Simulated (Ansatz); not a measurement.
# FGaH3 ([GaFH3]-): the cost of one run

Method: the settings change from run to run; program: Ansatz 0.2.0, Gaussian basis.

## 1. The relaxed structure

The geometry comes from an earlier relaxation with r2SCAN-D4 in a triple-zeta def2 set; it is a stationary point.

5 atoms, charge -1, spin multiplicity 1.

Atoms are counted from 1 here; the program's logs count them from 0.

Bond lengths: Ga1–F2 1.850 Å, Ga1–H3 1.611 Å, Ga1–H4 1.611 Å, Ga1–H5 1.611 Å. Angles: F2–Ga1–H3 106.1°, F2–Ga1–H4 106.1°, F2–Ga1–H5 106.1°, H3–Ga1–H4 112.6°, H3–Ga1–H5 112.6°, H4–Ga1–H5 112.6°.

## 2. CCSD(T)/cc-pVTZ-DK

Options: multiplicity 3, atoms shaken by 0.15 Å, the search for lower states set to off.

File in.yaml:

```yaml
crystal:
  periodic: [false, false, false]
  atoms:
    - {symbol: Ga, position_ang: [-0.173999, -0.140543, -0.085300]}
    - {symbol: F, position_ang: [0.152141, 0.106177, 1.919156]}
    - {symbol: H, position_ang: [1.486591, 0.244078, -0.402667]}
    - {symbol: H, position_ang: [-0.865483, 1.249135, -0.442826]}
    - {symbol: H, position_ang: [-0.612487, -1.562767, -0.508527]}
basis:
  gaussian: {orbitals: cc-pVTZ-DK}
total_charge: -1
magnetization: {spin_polarized: true, initial_magnetization: 2}
hamiltonian: {xc: {name: HF}}
correlation: {method: ccsd_t}
scf: {lower_state_search: off}
```

Launch:

```
$ ansatz run in.yaml --threads 4 --pin off --events-out ev --progress --plain --max-ram 3916MiB
```

Q: Estimate wall time and peak memory on 4 threads of Arm Neoverse V2, shared host.

About 20 s, with a peak of 1 GiB.
